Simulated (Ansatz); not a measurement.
# ZrSi2: the cost of one run

Method: DFT PBE, scalar-relativistic, plane waves, PAW, in Ansatz 0.2.0.

### Step 1. Starting point

The structure is orthorhombic, space group Cmcm (No. 63). The conventional cell has a = 3.683 Å, b = 14.871 Å, c = 3.673 Å, α = 90.00°, β = 90.00°, γ = 90.00°. Zr (site symmetry m2m) has 10 Si at 2.72 to 2.98 Å as nearest neighbours. Si (site symmetry m2m) is surrounded by 2 Si at 2.39 Å and 6 Zr at 2.72 to 2.98 Å. Si (site symmetry m2m) has 4 Si at 2.60 Å and 4 Zr at 2.82 Å as nearest neighbours.

Coordinates:

```cif
data_structure
_symmetry_space_group_name_H-M 'Cmcm'
_symmetry_Int_Tables_number 63
_cell_length_a 3.6835
_cell_length_b 14.8711
_cell_length_c 3.6733
_cell_angle_alpha 90.000
_cell_angle_beta 90.000
_cell_angle_gamma 90.000
_cell_volume 201.21
loop_
_atom_site_label
_atom_site_type_symbol
_atom_site_symmetry_multiplicity
_atom_site_Wyckoff_symbol
_atom_site_fract_x
_atom_site_fract_y
_atom_site_fract_z
_atom_site_occupancy
Zr1 Zr 4 c 0.00000 0.10591 0.75000 1
Si1 Si 4 c 0.50000 0.05146 0.25000 1
Si2 Si 4 c 0.50000 0.24975 0.75000 1
```

The structure comes from the Materials Project (structure only).

(A quick probe on a coarse mesh, which set the mesh and smearing, is not shown.)

### Step 3. Full relaxation

Input file input.yaml:

```yaml
crystal:
  lattice:
    - [1.84174211, -7.43556853, 0.0]
    - [1.84174211, 7.43556853, 0.0]
    - [0.0, 0.0, 3.67325121]
  atoms:
    - { symbol: Zr, position: [0.89408813, 0.10591187, 0.25] }
    - { symbol: Zr, position: [0.10591187, 0.89408813, 0.75] }
    - { symbol: Si, position: [0.44853858, 0.55146142, 0.75] }
    - { symbol: Si, position: [0.55146142, 0.44853858, 0.25] }
    - { symbol: Si, position: [0.25024902, 0.74975098, 0.25] }
    - { symbol: Si, position: [0.74975098, 0.25024902, 0.75] }
basis:
  ecutwfc: 420
kpoints:
  mp_grid: { grid: [10, 10, 10] }
hamiltonian:
  xc: pbe
scf:
  occupations: { method: gaussian, width: 0.1 }
output:
  forces: true
  stress: true
  eigenvalues: true
relax:
  adjacent_minimum: "off"
  f_tol: 0.005
  max_steps: 80
  cell: { stress_tol: 0.05 }
```

Started as:

```sh
$ ansatz run input.yaml --threads 4 --pin off --max-ram 8192MiB --backend cpu --events-out ev --progress --plain --runs-dir out
```

What time and memory should one allow on 4 threads of Arm Neoverse V2, shared host?

About 35 s, with a peak of 0.69 GiB.
